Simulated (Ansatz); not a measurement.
# BH7SeSi2: one species, many methods

The task here is to estimate one member of a computed series from the others.

Program: Ansatz 0.2.0, Gaussian basis. Level of theory: functionals in def2-TZVPP, the program's frozen cores in correlated methods. These are calculated values, not measurements.

Levels to be run: PBE-D4, r2SCAN-D4, PBE0-D4, B3LYP-D4, ωB97X-V, ωB97M-V, B2PLYP; CCSD(T)/def2-TZVPP; MP2/def2-QZVPP; extrapolation to the limit.

### The relaxed structure

All runs share one geometry, relaxed beforehand with PBE0-D4 in a triple-zeta def2 set.

11 atoms, charge 0, spin multiplicity 1.

Atoms are counted from 1 here; the program's logs count them from 0.

Bond lengths: B1–Si2 1.954 Å, B1–Se3 2.244 Å, B1–H5 1.195 Å, B1–H6 1.196 Å, Si2–Se3 2.373 Å, Si2–H7 1.484 Å, Si2–H8 1.485 Å, Se3–Si4 2.294 Å, Si4–H9 1.483 Å, Si4–H10 1.481 Å, Si4–H11 1.482 Å. Angles: Si2–B1–Se3 68.4°, Si2–B1–H5 117.1°, Si2–B1–H6 119.8°, Se3–B1–H5 105.5°, Se3–B1–H6 108.2°, H5–B1–H6 121.1°, B1–Si2–Se3 61.6°, B1–Si2–H7 123.7°, B1–Si2–H8 126.3°, Se3–Si2–H7 106.0°, Se3–Si2–H8 108.2°, H7–Si2–H8 109.9°, B1–Se3–Si2 50.0°, B1–Se3–Si4 94.5°, Si2–Se3–Si4 95.6°, Se3–Si4–H9 108.8°, Se3–Si4–H10 108.9°, Se3–Si4–H11 107.4° and more.

Set-up of the first run:

Contents of in.yaml:

```yaml
crystal:
  periodic: [false, false, false]
  atoms:
    - {symbol: B, position_ang: [-0.860492, 1.420173, -0.039391]}
    - {symbol: Si, position_ang: [0.737593, 1.086148, -1.113890]}
    - {symbol: Se, position_ang: [0.746585, 0.417355, 1.163036]}
    - {symbol: Si, position_ang: [-0.038017, -1.703379, 0.776677]}
    - {symbol: H, position_ang: [-0.979463, 2.511159, 0.434057]}
    - {symbol: H, position_ang: [-1.792254, 0.674357, -0.112417]}
    - {symbol: H, position_ang: [1.850221, 2.057152, -1.260426]}
    - {symbol: H, position_ang: [1.000556, -0.112158, -1.949749]}
    - {symbol: H, position_ang: [1.086460, -2.660833, 0.915639]}
    - {symbol: H, position_ang: [-0.609057, -1.762912, -0.588565]}
    - {symbol: H, position_ang: [-1.076732, -1.984161, 1.795628]}
basis:
  gaussian: {orbitals: def2-TZVPP}
hamiltonian: {xc: pbe, dispersion: d4}
output: {forces: true, orbitals: {seedname: orbitals}}
```

Command:

```sh
ansatz run in.yaml --threads 4 --pin off --events-out ev --progress --plain --max-ram 10444MiB
```

Steps of the session up to this table: PBE-D4 (GGA); r2SCAN-D4 (meta-GGA); PBE0-D4 (hybrid); B3LYP-D4 (hybrid); ωB97X-V (range-separated); ωB97M-V (range-separated); B2PLYP (double hybrid); CCSD(T) in def2-TZVPP; MP2 in def2-QZVPP.

One table of the session follows, with a row left open; its other results are not shown here.

```
            method  atomisation energy (kJ/mol)
            PBE-D4                       3290.3
         r2SCAN-D4                       3312.4
           PBE0-D4                       3277.5
          B3LYP-D4                       3287.4
           ωB97X-V                       3314.0
           ωB97M-V                            ?
            B2PLYP                       3236.5
     HF/def2-TZVPP                       2473.0
    MP2/def2-TZVPP                       3209.6
   CCSD/def2-TZVPP                       3167.0
CCSD(T)/def2-TZVPP                       3209.1
           MP2/CBS                       3296.2
       CCSD(T)/CBS                       3295.8
```

**Question.** Estimate the row for ωB97M-V.

As computed: atomisation energy (kJ/mol): 3291.2. In the column «atomisation energy (kJ/mol)» it lies between PBE-D4 (3290.3) and CCSD(T)/CBS (3295.8).

Caveats from the session: Free atoms (1 B, 2 Si, 1 Se, 7 H) were run apart at each level; the atomisation energy is their sum less the molecule, without zero-point or spin-orbit terms.
